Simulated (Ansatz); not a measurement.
Born–Oppenheimer molecular dynamics of a periodic cell of 13 atoms, Te8HPd4 (host Te2Pd, host structure P-3m1, interstitial H). It goes on from the last frame of an earlier run, with new velocities.

The calculation used Ansatz, DFT PBEsol, scalar-relativistic, plane waves, PAW. Settings: cutoff 420 eV, k mesh 3x3x2, fermi-dirac smearing 0.05 eV, no spin polarisation.

| Property | Result |
| --- | --- |
| ensemble | NVT, Langevin thermostat |
| time step | 0.5 fs |
| steps asked | 200 |
| set temperature | 2100 K |
| friction | 0.02 /fs |
| seed | 442081 |

Frames 1 fs apart, positions in Å, forces in eV/Å.

Velocities at 30 fs (Å/ps):

```
Te 5.02 -2.06 2.51
Te -2.01 2.54 1.00
Pd 1.60 4.49 4.39
Te 0.29 -1.38 -1.41
Te -0.02 4.83 -9.64
Pd 2.84 -0.01 3.67
Te -2.56 1.56 0.60
Te 0.78 -1.67 1.94
Pd 3.24 6.72 -5.85
Te 1.86 -2.20 5.40
Te 3.77 -2.09 -1.48
Pd -3.32 -4.20 7.51
H -25.07 4.64 -20.32
```

```xyz
13
Lattice="-2.0120 3.4849 5.1130 4.0240 0.0000 5.1130 4.0240 6.9698 0.0000" Properties=species:S:1:pos:R:3:forces:R:3 time_fs=30 energy_less_start_eV=0.423 T=1769
Te 4.095 2.292 6.608 0.00 0.70 -0.87
Te 2.104 0.912 3.459 -0.42 0.88 0.38
Pd -0.138 0.137 -0.018 1.52 -0.65 0.25
Te 6.083 6.121 6.688 -0.25 -0.67 -0.67
Te 4.447 4.673 3.596 -0.76 -0.26 0.70
Pd 2.225 3.661 0.090 -0.28 -0.79 0.16
Te 1.919 5.345 6.383 0.07 1.15 0.50
Te 0.159 4.619 3.482 -2.60 0.50 0.26
Pd 2.087 3.256 4.918 0.43 -0.91 0.28
Te 3.946 8.975 6.434 0.21 1.42 -0.06
Te 2.191 8.250 3.860 -0.59 -0.24 -0.48
Pd 3.912 6.832 5.146 0.98 -0.97 -0.45
H 1.822 4.517 3.840 1.68 -0.17 0.00
13
Lattice="-2.0120 3.4849 5.1130 4.0240 0.0000 5.1130 4.0240 6.9698 0.0000" Properties=species:S:1:pos:R:3:forces:R:3 time_fs=31 energy_less_start_eV=0.479 T=1682
Te 4.099 2.290 6.611 -0.02 0.74 -0.89
Te 2.102 0.914 3.461 -0.39 0.87 0.40
Pd -0.137 0.141 -0.014 1.49 -0.71 0.21
Te 6.083 6.120 6.687 -0.23 -0.66 -0.69
Te 4.447 4.678 3.587 -0.75 -0.31 0.80
Pd 2.228 3.661 0.094 -0.31 -0.76 0.11
Te 1.917 5.347 6.384 0.07 1.13 0.50
Te 0.160 4.617 3.484 -2.86 0.52 0.24
Pd 2.090 3.263 4.913 0.45 -0.90 0.26
Te 3.947 8.973 6.438 0.24 1.44 -0.10
Te 2.195 8.248 3.858 -0.61 -0.20 -0.44
Pd 3.908 6.828 5.154 0.99 -0.94 -0.50
H 1.805 4.529 3.819 1.93 -0.21 0.08
13
Lattice="-2.0120 3.4849 5.1130 4.0240 0.0000 5.1130 4.0240 6.9698 0.0000" Properties=species:S:1:pos:R:3:forces:R:3 time_fs=32 energy_less_start_eV=0.516 T=1567
Te 4.102 2.288 6.613 -0.05 0.78 -0.90
Te 2.101 0.916 3.462 -0.35 0.85 0.43
Pd -0.136 0.147 -0.009 1.46 -0.76 0.16
Te 6.083 6.119 6.686 -0.21 -0.65 -0.70
Te 4.447 4.683 3.577 -0.74 -0.35 0.90
Pd 2.230 3.661 0.097 -0.35 -0.73 0.05
Te 1.915 5.349 6.384 0.07 1.10 0.50
Te 0.161 4.616 3.485 -2.94 0.51 0.28
Pd 2.092 3.270 4.909 0.43 -0.86 0.22
Te 3.949 8.970 6.443 0.26 1.46 -0.16
Te 2.198 8.245 3.857 -0.62 -0.17 -0.40
Pd 3.906 6.823 5.162 1.00 -0.91 -0.54
H 1.804 4.546 3.790 2.04 -0.29 0.16
13
Lattice="-2.0120 3.4849 5.1130 4.0240 0.0000 5.1130 4.0240 6.9698 0.0000" Properties=species:S:1:pos:R:3:forces:R:3 time_fs=33 energy_less_start_eV=0.523 T=1471
Te 4.104 2.286 6.616 -0.06 0.82 -0.92
Te 2.100 0.919 3.462 -0.32 0.85 0.45
Pd -0.135 0.151 -0.005 1.42 -0.80 0.12
Te 6.082 6.118 6.685 -0.19 -0.64 -0.72
Te 4.448 4.688 3.568 -0.74 -0.39 0.99
Pd 2.233 3.659 0.100 -0.39 -0.70 0.01
Te 1.912 5.351 6.384 0.07 1.07 0.49
Te 0.163 4.614 3.486 -2.81 0.47 0.37
Pd 2.093 3.276 4.905 0.41 -0.80 0.15
Te 3.952 8.966 6.447 0.29 1.49 -0.21
Te 2.201 8.242 3.856 -0.62 -0.14 -0.35
Pd 3.904 6.818 5.168 1.00 -0.89 -0.58
H 1.819 4.564 3.756 1.94 -0.36 0.20
13
Lattice="-2.0120 3.4849 5.1130 4.0240 0.0000 5.1130 4.0240 6.9698 0.0000" Properties=species:S:1:pos:R:3:forces:R:3 time_fs=34 energy_less_start_eV=0.511 T=1400
Te 4.106 2.285 6.620 -0.07 0.85 -0.93
Te 2.099 0.922 3.463 -0.29 0.83 0.48
Pd -0.133 0.156 0.000 1.40 -0.86 0.07
Te 6.081 6.117 6.684 -0.16 -0.62 -0.73
Te 4.449 4.692 3.559 -0.73 -0.42 1.06
Pd 2.235 3.657 0.103 -0.40 -0.67 -0.02
Te 1.909 5.354 6.385 0.08 1.03 0.48
Te 0.163 4.612 3.487 -2.56 0.45 0.49
Pd 2.094 3.282 4.901 0.37 -0.73 0.07
Te 3.955 8.963 6.451 0.32 1.51 -0.25
Te 2.204 8.240 3.856 -0.62 -0.11 -0.32
Pd 3.904 6.813 5.174 0.97 -0.87 -0.61
H 1.845 4.577 3.719 1.71 -0.41 0.22
13
Lattice="-2.0120 3.4849 5.1130 4.0240 0.0000 5.1130 4.0240 6.9698 0.0000" Properties=species:S:1:pos:R:3:forces:R:3 time_fs=35 energy_less_start_eV=0.477 T=1572
Te 4.107 2.283 6.623 -0.09 0.88 -0.94
Te 2.097 0.925 3.465 -0.26 0.81 0.50
Pd -0.131 0.161 0.005 1.37 -0.89 0.01
Te 6.080 6.116 6.683 -0.14 -0.62 -0.74
Te 4.450 4.696 3.550 -0.72 -0.45 1.15
Pd 2.238 3.655 0.107 -0.44 -0.63 -0.07
Te 1.907 5.356 6.384 0.08 0.99 0.47
Te 0.164 4.610 3.487 -2.14 0.41 0.62
Pd 2.095 3.287 4.897 0.33 -0.65 0.00
Te 3.959 8.959 6.454 0.34 1.55 -0.30
Te 2.206 8.236 3.857 -0.62 -0.07 -0.28
Pd 3.904 6.809 5.180 0.98 -0.85 -0.66
H 1.890 4.580 3.675 1.31 -0.48 0.23
13
Lattice="-2.0120 3.4849 5.1130 4.0240 0.0000 5.1130 4.0240 6.9698 0.0000" Properties=species:S:1:pos:R:3:forces:R:3 time_fs=36 energy_less_start_eV=0.440 T=1665
Te 4.108 2.283 6.625 -0.11 0.91 -0.95
Te 2.095 0.928 3.467 -0.22 0.79 0.52
Pd -0.129 0.166 0.010 1.35 -0.93 -0.05
Te 6.079 6.115 6.681 -0.13 -0.62 -0.72
Te 4.452 4.699 3.540 -0.72 -0.47 1.23
Pd 2.242 3.653 0.109 -0.47 -0.62 -0.10
Te 1.905 5.358 6.383 0.08 0.95 0.49
Te 0.164 4.609 3.487 -1.66 0.37 0.74
Pd 2.095 3.291 4.893 0.29 -0.57 -0.09
Te 3.963 8.955 6.458 0.37 1.59 -0.36
Te 2.208 8.232 3.857 -0.61 -0.04 -0.25
Pd 3.904 6.805 5.187 0.97 -0.84 -0.70
H 1.955 4.576 3.634 0.85 -0.55 0.27
13
Lattice="-2.0120 3.4849 5.1130 4.0240 0.0000 5.1130 4.0240 6.9698 0.0000" Properties=species:S:1:pos:R:3:forces:R:3 time_fs=37 energy_less_start_eV=0.426 T=1585
Te 4.110 2.282 6.628 -0.12 0.96 -0.95
Te 2.093 0.931 3.469 -0.18 0.76 0.53
Pd -0.127 0.173 0.015 1.33 -0.96 -0.13
Te 6.078 6.114 6.681 -0.12 -0.63 -0.70
Te 4.454 4.702 3.530 -0.73 -0.48 1.32
Pd 2.244 3.653 0.112 -0.48 -0.60 -0.12
Te 1.904 5.359 6.380 0.09 0.91 0.49
Te 0.164 4.607 3.486 -1.27 0.33 0.82
Pd 2.095 3.295 4.888 0.23 -0.50 -0.18
Te 3.967 8.952 6.460 0.41 1.63 -0.43
Te 2.208 8.227 3.858 -0.59 0.00 -0.22
Pd 3.905 6.801 5.193 0.95 -0.82 -0.76
H 2.029 4.568 3.601 0.48 -0.59 0.32
13
Lattice="-2.0120 3.4849 5.1130 4.0240 0.0000 5.1130 4.0240 6.9698 0.0000" Properties=species:S:1:pos:R:3:forces:R:3 time_fs=38 energy_less_start_eV=0.431 T=1591
Te 4.112 2.281 6.631 -0.13 1.01 -0.94
Te 2.091 0.934 3.471 -0.15 0.75 0.54
Pd -0.126 0.180 0.020 1.32 -1.00 -0.20
Te 6.078 6.113 6.681 -0.13 -0.64 -0.68
Te 4.456 4.705 3.519 -0.75 -0.49 1.40
Pd 2.246 3.653 0.115 -0.51 -0.60 -0.14
Te 1.903 5.359 6.378 0.10 0.89 0.51
Te 0.163 4.604 3.484 -1.03 0.29 0.87
Pd 2.097 3.298 4.883 0.19 -0.45 -0.26
Te 3.971 8.950 6.463 0.44 1.68 -0.50
Te 2.208 8.223 3.860 -0.57 0.03 -0.19
Pd 3.906 6.798 5.199 0.95 -0.83 -0.80
H 2.101 4.554 3.574 0.26 -0.63 0.38
13
Lattice="-2.0120 3.4849 5.1130 4.0240 0.0000 5.1130 4.0240 6.9698 0.0000" Properties=species:S:1:pos:R:3:forces:R:3 time_fs=39 energy_less_start_eV=0.455 T=1584
Te 4.114 2.281 6.634 -0.15 1.05 -0.94
Te 2.089 0.937 3.473 -0.11 0.74 0.56
Pd -0.124 0.186 0.025 1.32 -1.05 -0.27
Te 6.079 6.112 6.680 -0.15 -0.64 -0.64
Te 4.460 4.707 3.509 -0.78 -0.49 1.49
Pd 2.247 3.653 0.118 -0.53 -0.60 -0.14
Te 1.903 5.360 6.377 0.09 0.87 0.51
Te 0.163 4.601 3.482 -0.87 0.26 0.92
Pd 2.099 3.303 4.881 0.15 -0.43 -0.33
Te 3.974 8.947 6.465 0.49 1.72 -0.57
Te 2.208 8.218 3.862 -0.56 0.05 -0.17
Pd 3.907 6.795 5.205 0.96 -0.82 -0.84
H 2.172 4.543 3.553 0.14 -0.66 0.43
13
Lattice="-2.0120 3.4849 5.1130 4.0240 0.0000 5.1130 4.0240 6.9698 0.0000" Properties=species:S:1:pos:R:3:forces:R:3 time_fs=40 energy_less_start_eV=0.476 T=1657
Te 4.117 2.281 6.637 -0.15 1.09 -0.93
Te 2.087 0.940 3.476 -0.08 0.72 0.57
Pd -0.123 0.193 0.030 1.32 -1.08 -0.34
Te 6.079 6.111 6.681 -0.17 -0.65 -0.62
Te 4.463 4.709 3.498 -0.82 -0.50 1.58
Pd 2.249 3.653 0.120 -0.55 -0.61 -0.14
Te 1.902 5.360 6.376 0.09 0.87 0.50
Te 0.162 4.598 3.479 -0.77 0.23 0.96
Pd 2.101 3.307 4.880 0.10 -0.42 -0.38
Te 3.978 8.945 6.469 0.53 1.76 -0.67
Te 2.209 8.213 3.863 -0.54 0.08 -0.15
Pd 3.908 6.791 5.211 0.97 -0.81 -0.87
H 2.252 4.527 3.542 0.07 -0.68 0.47
13
Lattice="-2.0120 3.4849 5.1130 4.0240 0.0000 5.1130 4.0240 6.9698 0.0000" Properties=species:S:1:pos:R:3:forces:R:3 time_fs=41 energy_less_start_eV=0.489 T=1951
Te 4.119 2.281 6.639 -0.15 1.14 -0.91
Te 2.084 0.945 3.478 -0.05 0.69 0.59
Pd -0.123 0.199 0.036 1.33 -1.11 -0.42
Te 6.079 6.110 6.681 -0.20 -0.65 -0.59
Te 4.466 4.711 3.487 -0.84 -0.51 1.67
Pd 2.250 3.653 0.121 -0.58 -0.63 -0.13
Te 1.901 5.360 6.375 0.08 0.87 0.49
Te 0.161 4.596 3.476 -0.70 0.19 1.00
Pd 2.103 3.311 4.879 0.05 -0.45 -0.41
Te 3.981 8.943 6.473 0.59 1.79 -0.78
Te 2.209 8.208 3.866 -0.53 0.11 -0.15
Pd 3.910 6.788 5.215 0.98 -0.79 -0.87
H 2.346 4.497 3.537 0.04 -0.68 0.48
```

Of the whole run (100 fs, mean temperature of the second half 1731 K): The mean temperature of the second half is 18 % below the set value. A run of 0.1 ps of so small a system gives no equilibrium averages. The SCF threshold is loose, so the forces are noisy. Limits of this set-up: coarse k mesh, odd electron count without spin, a small cell, in which the defect meets its images.

The run took 7.4 min on 4 threads of Intel(R) Xeon(R) Platinum 8375C CPU @ 2.90GHz (Ice Lake) (shared host), peak memory 1.4 GiB.
